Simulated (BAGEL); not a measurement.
# UHF/STO-3G (density fitting with qzvpp-jkfit) run of SiBrClF (SMILES F[Si](Cl)Br)

What is the vertical doublet–quartet gap of SiBrClF at UHF/STO-3G (density fitting with qzvpp-jkfit)? 

The results are computed with BAGEL 1.2.2.

1 further run of the same task is left out (it didn't finish). Runs told in other sessions of the task aren't counted.

## Step 1: The molecule

SiBrClF: 4 atoms, total charge 0, spin state doublet. SMILES: `F[Si](Cl)Br`. The shape is that of a PBE0-D4/def2-TZVP optimisation.

Bond lengths: F1–Si2 1.590 Å, Si2–Cl3 2.040 Å, Si2–Br4 2.209 Å. Angles: F1–Si2–Cl3 107.6°, F1–Si2–Br4 108.2°, Cl3–Si2–Br4 111.0°.

## Step 2: The energy at UHF/STO-3G (density fitting with qzvpp-jkfit)

hf.json reads:

```json
{ "bagel": [

{
  "title": "molecule",
  "basis": "sto-3g",
  "df_basis": "qzvpp-jkfit",
  "angstrom": true,
  "geometry": [
    { "atom": "F", "xyz": [      -0.532200,       0.674200,      -1.342900 ] },
    { "atom": "Si", "xyz": [      -0.280900,      -0.390800,      -0.189900 ] },
    { "atom": "Cl", "xyz": [      -1.027100,       0.388000,       1.541900 ] },
    { "atom": "Br", "xyz": [       1.895700,      -0.731700,      -0.029400 ] }
  ]
},

{ "title": "uhf", "nopen": 1 },

{ "title": "print", "file": "orbitals.molden", "orbitals": true }

]}
```

Command:

```console
$ BAGEL_NUM_THREADS=1 BAGEL hf.json > hf.out
```

Standard output:

```text
* using 1 threads per process

  ===============================================================
  ===============================================================

  *** Geometry ***

  { "atom" : "F", "xyz" : [     -1.005712,      1.274053,     -2.537713 ] },
  { "atom" : "Si", "xyz" : [     -0.530824,     -0.738505,     -0.358859 ] },
  { "atom" : "Cl", "xyz" : [     -1.940938,      0.733214,      2.913769 ] },
  { "atom" : "Br", "xyz" : [      3.582354,     -1.382713,     -0.055558 ] },

  Number of auxiliary basis functions:      599

  Since a DF basis is specified, we compute 2- and 3-index integrals:
    o Being stored without compression. Storage requirement is 0.008 GB

  Number of basis functions:       41
  Number of electrons      :       75

    * METHOD: MOLECULE                             0.31

  *** Open-shell HF ***

  === Nuclear Repulsion ===
   392.3026743078

      * DIIS with orbital gradients will be used.

  === UHF iteration (sto-3g) ===
      0      -3382.85900120          0.02184054           0.16
      1      -3382.96439948          0.00560919           0.15
      2      -3382.97161948          0.00162668           0.15
      3      -3382.97258617          0.00058035           0.15
      4      -3382.97299155          0.00008610           0.15
      5      -3382.97301204          0.00002997           0.15
      6      -3382.97301630          0.00001359           0.15
      7      -3382.97301728          0.00000342           0.16
      8      -3382.97301732          0.00000124           0.16
      9      -3382.97301732          0.00000049           0.15
     10      -3382.97301732          0.00000019           0.15
     11      -3382.97301732          0.00000008           0.15
     12      -3382.97301732          0.00000003           0.15
     13      -3382.97301732          0.00000001           0.15
     14      -3382.97301732          0.00000000           0.15
    * SCF iteration converged.

    * S^2 (UHF) is 0.7548

    * Permanent dipole moment:
           (    0.349683,     0.609766,     0.736590) a.u.

    * METHOD: UHF                                  2.49

    * METHOD: PRINT                                0.01

  ===============================================================
```

Run time: 2.9 s. Hardware: 1 thread of Arm Neoverse V1, shared host; peak memory 0.092 GiB.

## Step 3: The quartet at the same level

calc.json reads:

```json
{ "bagel" : [

{
  "title" : "molecule",
  "basis" : "sto-3g",
  "df_basis" : "qzvpp-jkfit",
  "angstrom" : true,
  "geometry" : [
    { "atom" : "F", "xyz" : [   -0.532200,    0.674200,   -1.342900 ] },
    { "atom" : "Si", "xyz" : [   -0.280900,   -0.390800,   -0.189900 ] },
    { "atom" : "Cl", "xyz" : [   -1.027100,    0.388000,    1.541900 ] },
    { "atom" : "Br", "xyz" : [    1.895700,   -0.731700,   -0.029400 ] }
  ]
},
{ "title" : "uhf", "nopen" : 3 },
{ "title" : "print", "file" : "orbitals.molden", "orbitals" : true }

]}
```

Command:

```console
$ BAGEL_NUM_THREADS=1 BAGEL calc.json > calc.out
```

Standard output:

```text
* using 1 threads per process

  ===============================================================
  ===============================================================

  *** Geometry ***

  { "atom" : "F", "xyz" : [     -1.005712,      1.274053,     -2.537713 ] },
  { "atom" : "Si", "xyz" : [     -0.530824,     -0.738505,     -0.358859 ] },
  { "atom" : "Cl", "xyz" : [     -1.940938,      0.733214,      2.913769 ] },
  { "atom" : "Br", "xyz" : [      3.582354,     -1.382713,     -0.055558 ] },

  Number of auxiliary basis functions:      599

  Since a DF basis is specified, we compute 2- and 3-index integrals:
    o Being stored without compression. Storage requirement is 0.008 GB

  Number of basis functions:       41
  Number of electrons      :       75

    * METHOD: MOLECULE                             0.33

  *** Open-shell HF ***

  === Nuclear Repulsion ===
   392.3026743078

      * DIIS with orbital gradients will be used.

  === UHF iteration (sto-3g) ===
      0      -3382.58592255          0.01516296           0.16
      1      -3382.65636317          0.00382948           0.16
      2      -3382.66420894          0.00143086           0.15
      3      -3382.66669459          0.00083498           0.16
      4      -3382.66869676          0.00040756           0.15
      5      -3382.66940251          0.00019205           0.15
      6      -3382.66959266          0.00006439           0.16
      7      -3382.66960503          0.00004195           0.15
      8      -3382.66961051          0.00003083           0.16
      9      -3382.66961306          0.00002666           0.16
     10      -3382.66961577          0.00002410           0.15
     11      -3382.66961828          0.00002283           0.15
     12      -3382.66962099          0.00002218           0.15
     13      -3382.66962267          0.00002194           0.15
     14      -3382.66962808          0.00002113           0.14
     15      -3382.66963949          0.00001929           0.14
     16      -3382.66965845          0.00001554           0.15
     17      -3382.66966932          0.00001198           0.15
     18      -3382.66967725          0.00000831           0.16
     19      -3382.66967835          0.00000604           0.15
     20      -3382.66967944          0.00000478           0.16
     21      -3382.66967971          0.00000193           0.16
     22      -3382.66967970          0.00000091           0.15
     23      -3382.66967970          0.00000060           0.16
     24      -3382.66967971          0.00000040           0.16
     25      -3382.66967971          0.00000026           0.15
     26      -3382.66967971          0.00000023           0.15
     27      -3382.66967972          0.00000019           0.15
     28      -3382.66967972          0.00000016           0.15
     29      -3382.66967972          0.00000013           0.15
     30      -3382.66967972          0.00000007           0.15
     31      -3382.66967972          0.00000004           0.15
     32      -3382.66967972          0.00000002           0.15
     33      -3382.66967972          0.00000001           0.16
     34      -3382.66967972          0.00000001           0.16
    * SCF iteration converged.

    * S^2 (UHF) is 3.7522

    * Permanent dipole moment:
           (   -1.463355,     1.288055,     0.915310) a.u.

    * METHOD: UHF                                  5.60

    * METHOD: PRINT                                0.01

  ===============================================================
```

It took 6.3 s on 1 thread of Arm Neoverse V1, shared host.

## Step 4: Results

At UHF/STO-3G (density fitting with qzvpp-jkfit):

| quantity | value |
| --- | --- |
| doublet: total energy | -3382.97302 Eh |
| doublet: dipole moment | 2.59 D |
| doublet: ⟨S²⟩ | 0.755 |
| quartet: total energy | -3382.66968 Eh |
| quartet: dipole moment | 5.47 D |
| quartet: ⟨S²⟩ | 3.752 |
| vertical energy of the quartet above the doublet | 8.254 eV |

In words: At this shape the quartet lies 8.25 eV (190 kcal/mol) above the doublet. In a minimal basis such a difference can be off by several eV, whatever the method.
